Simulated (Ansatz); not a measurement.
BClH2S2, SMILES SB(S)Cl, a short molecular-dynamics run

Run with Ansatz 0.2.0 through its Python package.

The script, `md_bclh2s2.py`:
```python
"""Molecular dynamics of one BClH2S2 molecule."""

import ansatz as az
import numpy as np

BASIS_SET = "6-31G"
FUNCTIONAL = "B3LYP"
N_STEPS = 30
TEMPERATURE_K = 800


def main() -> None:
    mol = (
        az.Crystal.molecule()
        .atom("S", [-0.6971, 1.4384, -0.5067])
        .atom("B", [-0.2377, -0.2447, 0.0291])
        .atom("S", [1.5416, -0.6156, 0.3733])
        .atom("Cl", [-1.4299, -1.553, 0.2137])
        .atom("H", [-0.5679, 1.15, -1.8938])
        .atom("H", [1.4332, -0.2392, 1.7383])
    )

    job = (
        mol.calculation()
        .basis(gaussian=BASIS_SET)  # atom-centred Gaussian functions
        .functional(FUNCTIONAL)  # exchange and correlation
        .md("nvt_nose_hoover", timestep=0.5, steps=N_STEPS, temperature=TEMPERATURE_K, initial_velocities="maxwell_boltzmann", seed=96, thermostat_time=20)
    )
    frames = []
    job.session().plan().execute(on_event=lambda e: frames.append(e["data"]) if e["event"] == "md_step" else None)
    print("t (fs)   E_pot (eV)      E_kin (eV)   T (K)   d(0-1) (A)")
    for f in frames[::1]:
        xyz = np.array(f["positions_ang"])
        print(f"{f['time_fs']:6.2f} {f['lagrangian_ev']:14.5f} {f['e_kin_ev']:10.5f} {f['temperature_k']:8.1f} {np.linalg.norm(xyz[0] - xyz[1]):9.4f}")
    kept = np.array([f["conserved_ev"] for f in frames])
    print(f"conserved energy moves by at most {1000 * np.ptp(kept):.3f} meV")


if __name__ == "__main__":
    main()
```

```console
$ python md_bclh2s2.py
t (fs)   E_pot (eV)      E_kin (eV)   T (K)   d(0-1) (A)
  0.00   -34901.27557    0.41363    800.0    1.8251
  0.50   -34901.28453    0.42245    817.0    1.8186
  1.00   -34901.28880    0.42659    825.1    1.8124
  1.50   -34901.28665    0.42436    820.7    1.8066
  2.00   -34901.27745    0.41517    803.0    1.8012
  2.50   -34901.26213    0.39996    773.6    1.7963
  3.00   -34901.24325    0.38129    737.5    1.7919
  3.50   -34901.22450    0.36281    701.7    1.7880
  4.00   -34901.20973    0.34828    673.6    1.7847
  4.50   -34901.20165    0.34039    658.3    1.7820
  5.00   -34901.20103    0.33989    657.4    1.7799
  5.50   -34901.20655    0.34552    668.3    1.7785
  6.00   -34901.21544    0.35458    685.8    1.7778
  6.50   -34901.22459    0.36402    704.0    1.7777
  7.00   -34901.23139    0.37125    718.0    1.7783
  7.50   -34901.23432    0.37474    724.8    1.7797
  8.00   -34901.23299    0.37408    723.5    1.7817
  8.50   -34901.22802    0.36987    715.4    1.7843
  9.00   -34901.22071    0.36340    702.8    1.7877
  9.50   -34901.21278    0.35636    689.2    1.7917
 10.00   -34901.20606    0.35058    678.1    1.7963
 10.50   -34901.20228    0.34778    672.6    1.8015
 11.00   -34901.20281    0.34934    675.6    1.8072
 11.50   -34901.20848    0.35609    688.7    1.8135
 12.00   -34901.21947    0.36823    712.2    1.8203
 12.50   -34901.23519    0.38516    744.9    1.8276
 13.00   -34901.25428    0.40555    784.4    1.8352
 13.50   -34901.27472    0.42738    826.6    1.8433
 14.00   -34901.29407    0.44820    866.9    1.8516
 14.50   -34901.30983    0.46552    900.4    1.8602
 15.00   -34901.32002    0.47735    923.2    1.8691
conserved energy moves by at most 0.909 meV
```

Caveats:
- Total energies depend on the basis set; only differences at equal settings carry meaning.
- The trajectory is only some femtoseconds long, so its temperature is not equilibrated; where the script doesn't relax first, it starts from a rough generated geometry.
- b3lyp holds the VWN-RPA fit, as in Gaussian; the form of ORCA and Turbomole is b3lyp5.
- The temperature counts the internal degrees of freedom alone.
- Run time: 63 s on 1 thread of Arm Neoverse V2, with other jobs on the host, peak memory 0.19 GiB.

(Lines on the test bed's own set-up are left out of the output.)
